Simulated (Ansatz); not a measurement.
**BH₈NO₂Si₂: up Jacob's ladder to CCSD(T)**

One table from this session's results is given with a row withheld; the runs are named, their logs left out.

Program: Ansatz 0.2.0, Gaussian basis. Level of theory: functionals in def2-TZVPP, the program's frozen cores in correlated methods. These are calculated values, not measurements.

Plan: PBE-D4, r2SCAN-D4, PBE0-D4, B3LYP-D4, ωB97X-V, ωB97M-V, B2PLYP; CCSD(T)/def2-TZVPP; MP2/def2-QZVPP; extrapolation to the limit.

## The relaxed structure

The geometry comes from an earlier relaxation with PBE0-D4 in a triple-zeta def2 set; it is a stationary point, not always the lowest conformer.

SMILES `NB(O[SiH3])O[SiH3]`, 14 atoms, charge 0, spin multiplicity 1.

Atoms are counted from 1 here; the program's logs count them from 0.

Bond lengths: N1–B2 1.403 Å, N1–H7 1.003 Å, N1–H8 1.003 Å, B2–O3 1.374 Å, B2–O5 1.374 Å, O3–Si4 1.635 Å, Si4–H9 1.484 Å, Si4–H10 1.488 Å, Si4–H11 1.484 Å, O5–Si6 1.635 Å, Si6–H12 1.484 Å, Si6–H13 1.488 Å, Si6–H14 1.484 Å. Angles: B2–N1–H7 122.3°, B2–N1–H8 122.3°, H7–N1–H8 115.4°, N1–B2–O3 118.7°, N1–B2–O5 118.7°, O3–B2–O5 122.6°, B2–O3–Si4 140.2°, O3–Si4–H9 108.1°, O3–Si4–H10 110.9°, O3–Si4–H11 110.1°, H9–Si4–H10 109.1°, H9–Si4–H11 109.4°, H10–Si4–H11 109.2°, B2–O5–Si6 140.2°, O5–Si6–H12 108.1°, O5–Si6–H13 110.9°, O5–Si6–H14 110.1°, H12–Si6–H13 109.1° and more.

The first run:

in.yaml reads:

```yaml
crystal:
  periodic: [false, false, false]
  atoms:
    - {symbol: N, position_ang: [-1.971730, -1.531999, -0.425034]}
    - {symbol: B, position_ang: [-0.879152, -0.683279, -0.189598]}
    - {symbol: O, position_ang: [-0.599073, 0.300437, -1.106326]}
    - {symbol: Si, position_ang: [0.621145, 1.295540, -1.546882]}
    - {symbol: O, position_ang: [-0.132841, -0.869698, 0.948302]}
    - {symbol: Si, position_ang: [0.947472, -0.076751, 1.885015]}
    - {symbol: H, position_ang: [-2.541990, -1.456252, -1.246434]}
    - {symbol: H, position_ang: [-2.235999, -2.255982, 0.216558]}
    - {symbol: H, position_ang: [0.701917, 1.299341, -3.028509]}
    - {symbol: H, position_ang: [1.917863, 0.823350, -0.989191]}
    - {symbol: H, position_ang: [0.353703, 2.673502, -1.063986]}
    - {symbol: H, position_ang: [0.581620, -0.303597, 3.305032]}
    - {symbol: H, position_ang: [0.922148, 1.384414, 1.602491]}
    - {symbol: H, position_ang: [2.314937, -0.599046, 1.638553]}
basis:
  gaussian: {orbitals: def2-TZVPP}
hamiltonian: {xc: pbe, dispersion: d4}
output: {forces: true, orbitals: {seedname: orbitals}}
```

Command:

```console
$ ansatz run in.yaml --threads 2 --pin off --events-out ev --progress --plain --max-ram 22528MiB --backend cuda --devices 0, --max-vram 18GiB
```

Among the steps run: PBE-D4 (GGA); r2SCAN-D4 (meta-GGA); PBE0-D4 (hybrid); B3LYP-D4 (hybrid); ωB97X-V (range-separated); ωB97M-V (range-separated); B2PLYP (double hybrid); CCSD(T) in def2-TZVPP; MP2 in def2-QZVPP.

One table of the session follows, with a row left open; its other results are not shown here.

```
            method  atomisation energy (kJ/mol)
            PBE-D4                       5263.8
         r2SCAN-D4                       5247.0
           PBE0-D4                       5192.9
          B3LYP-D4                       5255.2
           ωB97X-V                       5272.6
           ωB97M-V                       5269.8
            B2PLYP                            ?
     HF/def2-TZVPP                       3903.5
    MP2/def2-TZVPP                       5186.0
   CCSD/def2-TZVPP                       5044.4
CCSD(T)/def2-TZVPP                       5106.5
           MP2/CBS                       5333.1
       CCSD(T)/CBS                       5253.6
```

Q: Estimate the row for B2PLYP from the others.

The run gave: atomisation energy (kJ/mol): 5196.9. In the column «atomisation energy (kJ/mol)» it lies between PBE0-D4 (5192.9) and r2SCAN-D4 (5247.0).
